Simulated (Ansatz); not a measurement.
# CH2Se (methaneselone) at B3LYP/6-31G(d) (spherical functions)

What is the vertical singlet–triplet gap of CH2Se (methaneselone) at B3LYP/6-31G* (spherical functions)? 

The calculation is run with Ansatz 0.2.0.

47 further runs of the same task are left out: 47 set aside as unsound or not needed.

## 1. The system as given

CH2Se: 4 atoms, total charge 0, spin state singlet. SMILES: `C=[Se]`. Geometry: relaxed at PBE0-D4/def2-TZVP.

Bond lengths: C1–Se2 1.741 Å, C1–H3 1.087 Å, C1–H4 1.087 Å. Angles: Se2–C1–H3 121.8°, Se2–C1–H4 121.8°, H3–C1–H4 116.4°.

## 2. A single-point energy at B3LYP/6-31G(d) (spherical functions)

in.yaml

```yaml
crystal:
  periodic: [false, false, false]
  atoms:
    - symbol: C
      position_ang: [-0.129440, -0.027430, -0.068180]
    - symbol: Se
      position_ang: [1.384110, 0.293380, 0.729180]
    - symbol: H
      position_ang: [-0.586530, -1.013730, -0.053570]
    - symbol: H
      position_ang: [-0.668140, 0.747780, -0.607410]
basis:
  gaussian: {orbitals: 6-31G_st_-spherical.json}
hamiltonian: {xc: {name: B3LYP}}
accuracy: high
output: {orbitals: {seedname: orbitals}}
```

The basis set 6-31G* is read from a file made from the Basis Set Exchange's data (not shown).

Started as:

```bash
$ ansatz run in.yaml --threads 1 --pin off --max-ram 3480MiB --events-out events.jsonl --progress --plain --runs-dir runs
```

The program printed:

```text
Warning: RAYON_NUM_THREADS=1 ignored (pool sized by the plan → 1); use --threads N
Functional definition: B3LYP
  name "B3LYP"
  parameter a0 = 0.2
  parameter ax = 0.72
  parameter ac = 0.81
  exchange = (1 - a0 - ax)*slater_x + ax*b88_x + a0*exact_x
  correlation = (1 - ac)*vwn_rpa_c + ac*lyp_c
969 factors; integrals over basis functions are off by at most 4.1e-9 eV
mean field evaluation 1: about -66408.1120 eV, gradient 3.3e1 eV
mean field evaluation 2: about -66401.0835 eV, gradient 5.6e1 eV
mean field evaluation 4: about -66410.7828 eV, gradient 2.3e0 eV
mean field evaluation 8: about -66410.8667 eV, gradient 1.2e-1 eV
mean field evaluation 16: about -66410.8668 eV, gradient 8.0e-7 eV
mean field -66410.86676258 eV, -2440.5543386226 hartree, gradient 3.4e-8 eV, S^2 0.000000; 0 other end points of the search recorded, 0 dependent functions left out
reference -66410.86678919 eV, -2440.5543396006 hartree; 21, 21 occupied and 29, 29 virtual orbitals, 969 factors
Total energy: -66410.86678919 eV, -2440.5543396006 hartree
```

Run time: 2.7 s. Hardware: 1 thread of Arm Neoverse V2, shared host; peak memory 0.13 GiB.

## 3. The triplet, same level

molecule.yaml

```yaml
crystal:
  periodic: [false, false, false]
  atoms:
    - {symbol: C, position_ang: [-0.129440, -0.027430, -0.068180]}
    - {symbol: Se, position_ang: [1.384110, 0.293380, 0.729180]}
    - {symbol: H, position_ang: [-0.586530, -1.013730, -0.053570]}
    - {symbol: H, position_ang: [-0.668140, 0.747780, -0.607410]}
basis:
  gaussian:
    orbitals: 6-31G_st_-spherical.json
hamiltonian:
  xc: {name: B3LYP}
magnetization:
  spin_polarized: true
  initial_magnetization: 2
accuracy: high
output: {orbitals: {seedname: orbitals}}
```

The basis set 6-31G* is read from a file made from the Basis Set Exchange's data (not shown).

Started as:

```bash
$ ansatz run molecule.yaml --threads 1 --pin off --max-ram 3480MiB --events-out events.jsonl --progress --plain --runs-dir runs
```

The program printed:

```text
Warning: RAYON_NUM_THREADS=1 ignored (pool sized by the plan → 1); use --threads N
Functional definition: B3LYP
  name "B3LYP"
  parameter a0 = 0.2
  parameter ax = 0.72
  parameter ac = 0.81
  exchange = (1 - a0 - ax)*slater_x + ax*b88_x + a0*exact_x
  correlation = (1 - ac)*vwn_rpa_c + ac*lyp_c
969 factors; integrals over basis functions are off by at most 4.1e-9 eV
mean field evaluation 1: about -66404.2847 eV, gradient 3.1e1 eV
mean field evaluation 2: about -66395.4576 eV, gradient 4.8e1 eV
mean field evaluation 4: about -66409.1849 eV, gradient 2.3e0 eV
mean field evaluation 8: about -66409.2826 eV, gradient 2.5e-1 eV
mean field evaluation 16: about -66409.2832 eV, gradient 1.4e-4 eV
mean field -66409.28319710 eV, -2440.4961436646 hartree, gradient 2.6e-8 eV, S^2 2.004450; 2 other end points of the search recorded, 0 dependent functions left out
reference -66409.28322322 eV, -2440.4961446243 hartree; 22, 20 occupied and 28, 30 virtual orbitals, 969 factors
Total energy: -66409.28322322 eV, -2440.4961446243 hartree
```

It took 4.2 s on 1 thread of Arm Neoverse V2, shared host; peak memory 0.18 GiB.

## 4. Results

Level: B3LYP/6-31G* (spherical functions).

```
                                        quantity           value
                           singlet: total energy  -2440.55434 Eh
                            singlet: HOMO energy        -6.05 eV
                            singlet: LUMO energy        -2.74 eV
                          singlet: HOMO–LUMO gap         3.31 eV
                           triplet: total energy  -2440.49614 Eh
     triplet: HOMO energy (highest over α and β)        -4.56 eV
      triplet: LUMO energy (lowest over α and β)        -4.45 eV
                                   triplet: ⟨S²⟩           2.004
vertical energy of the triplet above the singlet        1.584 eV
```

What this shows: At this shape the triplet lies 1.58 eV (153 kJ/mol) above the singlet.
